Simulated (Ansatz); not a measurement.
# H3W: the cost of one run

The runs use Ansatz 0.2.0, Gaussian basis; def2-QZVPP, core rule «outside noble gas», up to 4 orbitals frozen.

The runs, in order: UHF; ROHF; CCSD(T) on UHF.

## Step 1: The geometry

The geometry is a PBE0/def2-TZVP stationary point (not a proven minimum) of the parent state, kept for this charge and spin. No spin-orbit coupling is included. Elements past krypton take def2 core potentials.

4 atoms, charge 1, spin multiplicity 3.

Atoms are counted from 1 here; the program's logs count them from 0.

Bond lengths: W1–H2 1.710 Å, W1–H3 1.710 Å, W1–H4 1.710 Å. Angles: H2–W1–H3 112.3°, H2–W1–H4 112.3°, H3–W1–H4 112.3°.

## Step 2: UHF

Input file in.yaml:

```yaml
crystal:
  periodic: [false, false, false]
  atoms:
    - {symbol: W, position_ang: [0.000018, 0.000018, -0.007849]}
    - {symbol: H, position_ang: [1.638941, 0.014192, 0.481052]}
    - {symbol: H, position_ang: [-0.834382, 1.411605, 0.478453]}
    - {symbol: H, position_ang: [-0.807904, -1.429056, 0.472050]}
basis:
  gaussian: {orbitals: "def2-QZVPP.json"}
total_charge: 1
magnetization: {spin_polarized: true, initial_magnetization: 2}
hamiltonian: {xc: hf}
output: {orbitals: {seedname: orbitals}}
```

Launch:

```console
$ ansatz run in.yaml --threads 1 --pin off --events-out ev --progress --plain --max-ram 2560MiB --backend cpu
```

Q: Estimate wall time and peak memory on 1 thread of AMD EPYC 7R13, shared host.

About 13 s, with a peak of 0.33 GiB.
